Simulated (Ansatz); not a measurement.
**Be (sc type): how the settings move a single-point run**

Aim: see which settings change the result for Be (sc type), by how much, and at what cost.

Computed with Ansatz 0.2.0 (reference: DFT, LDA, all-electron LAPW, scalar-relativistic, unless a step's input says otherwise).

### 1 Starting point

It takes space group Pm-3m (No. 221, cubic). The conventional cell has a = 1.988 Å, b = 1.988 Å, c = 1.988 Å, α = 90.00°, β = 90.00°, γ = 90.00°. Be (site symmetry m-3m) is surrounded by 6 Be at 1.99 Å.

As a file:

```cif
data_structure
_symmetry_space_group_name_H-M 'P 1'
_symmetry_Int_Tables_number 1
_cell_length_a 1.9879
_cell_length_b 1.9879
_cell_length_c 1.9879
_cell_angle_alpha 90.000
_cell_angle_beta 90.000
_cell_angle_gamma 90.000
_cell_volume 7.86
loop_
_atom_site_label
_atom_site_type_symbol
_atom_site_fract_x
_atom_site_fract_y
_atom_site_fract_z
_atom_site_occupancy
Be1 Be 0.00000 0.00000 0.00000 1
```

### 2 Baseline

File input.yaml:

```yaml
crystal:
  lattice:
    - [1.9879060893, 0.0, 0.0]
    - [0.0, 1.9879060893, 0.0]
    - [0.0, 0.0, 1.9879060893]
  atoms:
    - { symbol: Be, position: [0.0, 0.0, 0.0] }
kpoints:
  mp_grid: { grid: [21, 21, 21] }
scf:
  occupations: { method: fermi_dirac, width: 0.1 }
hamiltonian:
  xc: lda
  pseudopotentials: { kind: all_electron, lapw: { basis_error: 0.001 } }
output:
  forces: true
  stress: true
  eigenvalues: true
  populations: true
```

On the command line:

```sh
$ ansatz run input.yaml --threads 1 --pin off --max-ram 2048MiB --backend cpu --events-out ev --progress --plain --runs-dir out
```

### 3 Changing settings: dispersion d3bjatm

Edit input.yaml of step 2 so:

```diff
@@ -14,2 +14,3 @@
   pseudopotentials: { kind: all_electron, lapw: { basis_error: 0.001 } }
+  dispersion: d3bjatm
 output:
```

What does the calculation give? Wanted: for each run, ending; energy change; pressure; gap; force.

As calculated:

```tsv
run	ending	energy change	pressure (GPa)	gap (eV)	force (eV/Å)	cycles	time
reference	converged	0	25.9	0.00	0.00	4	3.7 s
1: dispersion d3bjatm	converged	-323.1 meV/atom (offset of the dispersion model)	19.9	0.00	0.00	4	4.2 s
```

Residual by cycle in the longest SCF loop of each run; runs are numbered as in the table. The quantity is the density residual dr2, in eV.

```tsv
cycle	reference	run 1
1	0.00288	0.00288
2	6.9e-4	6.9e-4
3	5.8e-7	5.8e-7
4	1.5e-9	1.5e-9
```

What this shows: The energy moves by -323.1 meV/atom, nearly all of it the dispersion term itself (-323.1 meV/atom); that offset belongs to the model and is no gain or loss of stability; the pressure goes from 25.9 to 19.9 GPa. The damping parameters are borrowed, as the log notes. The structure is not at rest: the sound run finds 26 GPa, so these are no properties of the relaxed crystal. 
